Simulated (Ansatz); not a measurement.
# Be3ZnSe4: the cost of one run

Computed with Ansatz 0.2.0 (DFT PBE, scalar-relativistic, plane waves, PAW, unless a step's input says otherwise).

**1. The structure to begin with**

It takes space group Amm2 (No. 38, orthorhombic). The conventional cell has a = 3.752 Å, b = 7.504 Å, c = 10.613 Å, α = 90.00°, β = 90.00°, γ = 90.00°. Be (site symmetry m) has 4 Se at 2.30 Å as nearest neighbours. Be (site symmetry mm2) has 4 Se at 2.30 Å as nearest neighbours. Around Zn (site symmetry mm2) lie 4 Se at 2.30 Å. Around Se (site symmetry m) lie 3 Be at 2.30 Å and 1 Zn at 2.30 Å. Around Se (site symmetry mm2) lie 2 Be at 2.30 Å and 2 Zn at 2.30 Å. Around Se (site symmetry mm2) lie 4 Be at 2.30 Å.

As a file:

```cif
data_structure
_symmetry_space_group_name_H-M 'P 1'
_symmetry_Int_Tables_number 1
_cell_length_a 3.7522
_cell_length_b 6.4990
_cell_length_c 6.4990
_cell_angle_alpha 70.529
_cell_angle_beta 90.000
_cell_angle_gamma 90.000
_cell_volume 149.42
loop_
_atom_site_label
_atom_site_type_symbol
_atom_site_fract_x
_atom_site_fract_y
_atom_site_fract_z
_atom_site_occupancy
Be1 Be 0.00000 0.50000 0.00000 1
Be2 Be 0.50000 0.50000 0.50000 1
Be3 Be 0.00000 0.00000 0.50000 1
Zn1 Zn 0.50000 0.00000 0.00000 1
Se1 Se 0.50000 0.37500 0.87500 1
Se2 Se 0.00000 0.87500 0.87500 1
Se3 Se 0.00000 0.37500 0.37500 1
Se4 Se 0.50000 0.87500 0.37500 1
```

The start is an ordering of an alloy on its end members' structure types: elements ordered on the sites of the BeSe type, Be/Zn on Be (Amm2, No. 38).

**2. A first look at the guess**

input.yaml reads:

```yaml
crystal:
  lattice:
    - [3.75219819, 0.0, 0.0]
    - [0.0, 3.75219819, 5.30640957]
    - [0.0, -3.75219819, 5.30640957]
  atoms:
    - { symbol: Be, position: [0.0, 0.5, 0.0] }
    - { symbol: Be, position: [0.5, 0.5, 0.5] }
    - { symbol: Be, position: [0.0, 0.0, 0.5] }
    - { symbol: Zn, position: [0.5, 0.0, 0.0] }
    - { symbol: Se, position: [0.5, 0.375, 0.875] }
    - { symbol: Se, position: [0.0, 0.875, 0.875] }
    - { symbol: Se, position: [0.0, 0.375, 0.375] }
    - { symbol: Se, position: [0.5, 0.875, 0.375] }
basis:
  ecutwfc: 420
kpoints:
  mp_grid: { grid: [4, 4, 4] }
hamiltonian:
  xc: pbe
scf:
  occupations: { method: gaussian, width: 0.1 }
  lower_state_search: "off"
output:
  forces: true
  stress: true
  eigenvalues: true
```

Command:

```
ansatz run input.yaml --threads 1 --pin off --max-ram 2560MiB --backend cpu --events-out ev --progress --plain --runs-dir out
```

**Question.** How long does this run take on 1 thread of Intel Xeon 6975P-C (Granite Rapids), shared host, and how much memory does it need?

About 6.8 s, with a peak of 0.46 GiB.
